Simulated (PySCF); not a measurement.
# F3MoN (MoNF3): the cost of one run

Computed with PySCF 2.14.0, with density-fitted response routines of our own, on a single molecule in the gas phase. Atoms count from 0, in the outputs and in this text.

## Step 1: The molecule as given

5 atoms, charge 0, multiplicity 1; geometry from: GFN2-xTB. The atoms were then displaced at random by about 0.03 Å, so the start is not that level's minimum.

Bonds of the start (Å): Mo0–N1 1.68, Mo0–F2 1.68, Mo0–F3 1.85, Mo0–F4 1.79.

## Step 2: Optimising the geometry at PBE0-D3(BJ)/def2-SVP

Job settings and geometry (Å):

```
{"job": {"xc": "PBE0", "basis": "def2-SVP", "d3": "d3bj", "grid": 1, "maxiter": 40, "shake": 0.03, "kind": "geom"}, "charge": 0, "multiplicity": 1}
Mo     0.060240    -0.075790    -0.076160
N     -0.008210    -0.029230     1.605000
F      1.676050     0.002460    -0.542020
F     -0.775960     1.516710    -0.499500
F     -0.877270    -1.524630    -0.549440
```

The run is started by

```bash
$ OMP_NUM_THREADS=1 python probes_run.py task.json out
```

One launch serves the whole session: the jobs run in the order shown.

Q: Estimate the wall time and peak memory of this first job on 1 thread of Arm Neoverse V2, shared host.

About 24 s, with a peak of 0.34 GiB.
